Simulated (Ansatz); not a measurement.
# C₂H₉NOSi: up Jacob's ladder to CCSD(T)

One table from this session's results is given with a row withheld; the runs are named, their logs left out.

Program: Ansatz 0.2.0, Gaussian basis. Level of theory: functionals in def2-TZVPP, the program's frozen cores in correlated methods. These are calculated values, not measurements.

The runs, in order: LDA (SPW92), PBE-D4, revPBE-D4, BLYP-D4, r2SCAN-D4, B97M-V, PBE0-D4, B3LYP-D4, r2SCANh-D4, r2SCAN0-D4, HSE06-D4, BHLYP-D4, CAM-B3LYP-D4, LC-ωPBE, ωB97X-V, ωB97M-V, B2PLYP, PBE-QIDH; CCSD(T)/def2-SVP; CCSD(T)/def2-TZVPP; MP2/def2-QZVPP; extrapolation to the limit; RPA on PBE.

### The relaxed structure

The geometry comes from an earlier relaxation with PBE0-D4 in a triple-zeta def2 set; it is a stationary point, not always the lowest conformer.

SMILES `CO[SiH](C)N`, 14 atoms, charge 0, spin multiplicity 1.

Atoms are counted from 1 here; the program's logs count them from 0.

Bond lengths: C1–O2 1.404 Å, C1–H6 1.092 Å, C1–H7 1.097 Å, C1–H8 1.098 Å, O2–Si3 1.652 Å, Si3–C4 1.861 Å, Si3–N5 1.706 Å, Si3–H9 1.491 Å, C4–H10 1.094 Å, C4–H11 1.093 Å, C4–H12 1.092 Å, N5–H13 1.007 Å, N5–H14 1.007 Å. Angles: O2–C1–H6 108.6°, O2–C1–H7 111.7°, O2–C1–H8 111.9°, H6–C1–H7 108.1°, H6–C1–H8 108.2°, H7–C1–H8 108.2°, C1–O2–Si3 122.6°, O2–Si3–C4 110.3°, O2–Si3–N5 111.2°, O2–Si3–H9 106.8°, C4–Si3–N5 108.9°, C4–Si3–H9 111.3°, N5–Si3–H9 108.2°, Si3–C4–H10 110.9°, Si3–C4–H11 111.0°, Si3–C4–H12 110.9°, H10–C4–H11 107.6°, H10–C4–H12 108.3° and more.

The first run:

Contents of in.yaml:

```yaml
crystal:
  periodic: [false, false, false]
  atoms:
    - {symbol: C, position_ang: [-1.063056, -0.375502, 1.857993]}
    - {symbol: O, position_ang: [-0.727043, 0.554409, 0.860556]}
    - {symbol: Si, position_ang: [-0.187164, 0.101699, -0.634064]}
    - {symbol: C, position_ang: [1.522565, -0.622432, -0.512246]}
    - {symbol: N, position_ang: [-0.150695, 1.428558, -1.705727]}
    - {symbol: H, position_ang: [-1.595202, 0.146340, 2.656203]}
    - {symbol: H, position_ang: [-0.171237, -0.844121, 2.291765]}
    - {symbol: H, position_ang: [-1.715721, -1.169802, 1.473003]}
    - {symbol: H, position_ang: [-1.161880, -0.896468, -1.160638]}
    - {symbol: H, position_ang: [2.241305, 0.128434, -0.171751]}
    - {symbol: H, position_ang: [1.548005, -1.450577, 0.200749]}
    - {symbol: H, position_ang: [1.855773, -1.000941, -1.481159]}
    - {symbol: H, position_ang: [-1.008457, 1.872704, -1.990938]}
    - {symbol: H, position_ang: [0.599806, 2.098398, -1.655145]}
basis:
  gaussian: {orbitals: def2-TZVPP}
hamiltonian: {xc: lda}
output: {orbitals: {seedname: orbitals}}
```

Run with:

```bash
$ ansatz run in.yaml --threads 4 --pin off --events-out ev --progress --plain --max-ram 10444MiB
```

Among the steps run: LDA; PBE-D4 (GGA); revPBE-D4 (GGA); BLYP-D4 (GGA); r2SCAN-D4 (meta-GGA); B97M-V (meta-GGA); B3LYP-D4 (hybrid); r2SCANh-D4 (hybrid); r2SCAN0-D4 (hybrid); HSE06-D4 (hybrid); BHLYP-D4 (hybrid); CAM-B3LYP-D4 (range-separated); LC-ωPBE (range-separated); ωB97X-V (range-separated); ωB97M-V (range-separated); B2PLYP (double hybrid); PBE-QIDH (double hybrid).

One of the session's tables, all rows but one given; the rest of the session is left out.

It belongs to the step «Orbital energies across the functionals». 

```
  functional  HOMO (eV)  LUMO (eV)  gap (eV)
 LDA (SPW92)      -6.22       0.08      6.30
      PBE-D4      -6.08       0.21      6.29
   revPBE-D4      -6.02       0.28      6.30
     BLYP-D4      -5.97       0.20      6.17
   r2SCAN-D4      -6.39       0.91      7.30
      B97M-V      -6.51       0.41      6.92
     PBE0-D4      -7.56       1.05      8.61
    B3LYP-D4      -7.31       0.71      8.02
  r2SCANh-D4          ?          ?         ?
  r2SCAN0-D4      -7.78       1.52      9.30
    HSE06-D4      -7.15       0.68      7.83
    BHLYP-D4      -8.96       1.67     10.62
CAM-B3LYP-D4      -9.01       1.82     10.83
     LC-ωPBE     -10.39       3.14     13.53
     ωB97X-V     -10.05       2.91     12.96
     ωB97M-V      -9.97       2.45     12.41
```

**Question.** Estimate the row for r2SCANh-D4.

Worked estimate for «HOMO (eV)». Against the share of exact exchange, r2SCAN-D4 (0, -6.39), r2SCAN0-D4 (0.25, -7.78) give a slope of -5.56 per unit share; at 0.1 the line stands at -6.95.

The run gave: HOMO (eV): -6.94; LUMO (eV): 1.16; gap (eV): 8.11. In «HOMO (eV)» the line misses by -0.01.
